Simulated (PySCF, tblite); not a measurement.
# C6H14NP: geometry, infrared bands and NMR shifts

What infrared bands and NMR shifts should C6H14NP (`CP1(=N)CCCCC1`) show?

The runs use tblite 0.8.0 and PySCF 2.14.0, with density-fitted response routines of our own; the level of theory stands in each step. All values are computed, except where a source is named. Atoms are numbered from 0 throughout.

**1. The molecule as given**

22 atoms, charge 0, multiplicity 1; geometry from: force field or distance geometry start.

Bonds of the start (Å): C0–P1 1.80, P1–N2 1.60, P1–C3 1.80, C3–C4 1.53, C4–C5 1.52, C5–C6 1.49, C6–C7 1.51, C7–P1 1.79, C0–H8 1.10, C0–H9 1.10, C0–H10 1.12, N2–H11 1.04, C3–H12 1.12, C3–H13 1.11, C4–H14 1.11, C4–H15 1.10, C5–H16 1.12, C5–H17 1.11, C6–H18 1.13, C6–H19 1.11, C7–H20 1.12, C7–H21 1.11.

**2. Geometry optimisation with GFN2-xTB**

The job: settings as JSON, then the geometry in Å.

```
{"job": {"kind": "relax", "xc": "GFN2-xTB", "basis": "xTB"}, "charge": 0, "multiplicity": 1}
C      2.683100    -0.560800    -0.139000
P      0.956300    -0.250300     0.243600
N      0.805600    -0.427900     1.825400
C      0.381800     1.416900    -0.133300
C     -1.086200     1.411200     0.297100
C     -1.905200     0.481700    -0.581700
C     -1.637100    -0.962300    -0.358500
C     -0.199000    -1.392300    -0.500700
H      3.320900     0.133200     0.423600
H      2.878300    -0.589100    -1.222500
H      2.921300    -1.585100     0.234100
H      1.096400     0.403300     2.371300
H      0.894900     2.194200     0.494500
H      0.508000     1.686400    -1.198200
H     -1.090000     0.964400     1.314400
H     -1.515000     2.423400     0.346000
H     -2.966100     0.676600    -0.292800
H     -1.766200     0.795000    -1.636000
H     -1.997300    -1.235400     0.673800
H     -2.235400    -1.541100    -1.092000
H     -0.117300    -2.348200     0.074700
H      0.057900    -1.674400    -1.545200
```

Started as:

```console
$ OMP_NUM_THREADS=1 python probes_run.py task.json out
```

One launch serves the whole session: the jobs run in the order shown.

**Question.** This job is followed by: GFN2-xTB harmonic vibrations, gas phase; GIAO PBE0/pcSseg-1 NMR shielding, non-relativistic, gas phase. What will the session give for the following? strongest single infrared mode (GFN2-xTB); zero-point energy (GFN2-xTB); ¹³C shifts against TMS (PBE0/pcSseg-1, means over atoms taken as alike); ¹H shifts against TMS (PBE0/pcSseg-1, means over atoms taken as alike); ³¹P shifts against H3PO4 (PBE0/pcSseg-1); ¹⁵N shifts against NH3 (PBE0/pcSseg-1); surface potential, 1st and 99th percentile.

As calculated:

| quantity | value |
| --- | --- |
| strongest single infrared mode (GFN2-xTB) | 1206 cm⁻¹, 186 km/mol |
| zero-point energy (GFN2-xTB) | 119.3 kcal/mol |
| ¹³C shifts against TMS (PBE0/pcSseg-1, means over atoms taken as alike) | 35.5, 32.8, 24.8, 24.6 ppm |
| ¹H shifts against TMS (PBE0/pcSseg-1, means over atoms taken as alike) | 2.39, 1.82, 1.79, 1.76, 1.19, 1.17, 1.00, -0.42 ppm |
| ³¹P shifts against H3PO4 (PBE0/pcSseg-1) | -16.7 ppm |
| ¹⁵N shifts against NH3 (PBE0/pcSseg-1) | 34.5 ppm |
| surface potential, 1st and 99th percentile | -2.30 V and 0.94 V |

Relaxing lowered the energy by 0.911 eV in 51 steps; the close pair that moved most is C0–P1, from 1.796 to 1.853 Å. No mode is imaginary among the 60: a minimum at this level. The strongest single mode, at 1206 cm⁻¹, is spread over many atoms; the largest shares are those of N2, P1. GFN2-xTB is a fitted tight-binding method: band positions and strengths are rough. Its intensities can rank the bands wrongly. At PBE0/pcSseg-1: The largest span, 219 ppm, is at P1, where the paramagnetic term is -630 ppm.
